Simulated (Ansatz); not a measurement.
# H2KTe: the cost of one run

The runs use Ansatz 0.2.0, Gaussian basis; PBE0-D4 structure, single points in def2-TZVPPD.

Levels: PBE-D4, revPBE-D4, BLYP-D4, r2SCAN-D4, B97M-V, PBE0-D4, B3LYP-D4, HSE06-D4, wB97X-V, wB97M-V, B2PLYP, Hartree-Fock, MP2, CCSD, CCSD(T). The reference is CCSD(T) extrapolated to the basis limit. For elements past Ar these valence bases correlate outer-core shells poorly and lack relativity, so that limit is rough.

Correlated methods freeze the cores. Filled d shells of the heavier atoms are correlated. Core potentials replace the inner electrons past krypton, and spin-orbit coupling is left out. The outer core shell of Li, Na, Mg and K is correlated. B3LYP uses VWN-RPA correlation. B2PLYP carries no dispersion term here.

163 further runs of the same task are left out: 163 set aside as unsound or not needed.

### 1 Starting geometry

The pair, from a GFN2-xTB docking trial: 4 atoms, charge 1, spin multiplicity 1.

Atoms are counted from 1 here; the program's logs count them from 0.

Bond lengths: K1–Te2 3.600 Å, Te2–H3 1.630 Å, Te2–H4 1.630 Å. Angles: K1–Te2–H3 96.0°, K1–Te2–H4 96.2°, H3–Te2–H4 88.4°.

As a file:

```
K     0.2675    0.0548   -2.8334
Te   -0.1405    0.7139    0.6825
H    -1.1883   -0.5031    0.9640
H     1.0612   -0.2655    1.1869
```

Atoms 1 to 1 are fragment A (K+), the rest fragment B (TeH₂).

### 2 A first relaxation in a small basis

Input file pre/in.yaml:

```yaml
crystal:
  periodic: [false, false, false]
  atoms:
    - {symbol: K, position_ang: [0.267500, 0.054800, -2.833400]}
    - {symbol: Te, position_ang: [-0.140500, 0.713900, 0.682500]}
    - {symbol: H, position_ang: [-1.188300, -0.503100, 0.964000]}
    - {symbol: H, position_ang: [1.061200, -0.265500, 1.186900]}
basis:
  gaussian: {orbitals: def2-SVP}
total_charge: 1
hamiltonian: {xc: pbe, dispersion: d4}
relax: {f_tol: 0.03, max_steps: 250}
```

On the command line:

```bash
> ansatz run in.yaml --threads 2 --pin off --events-out ev --progress --plain --max-ram 5222MiB
```

**Question.** How long does this run take on 2 threads of Arm Neoverse V2, shared host?

About 5.5 s.
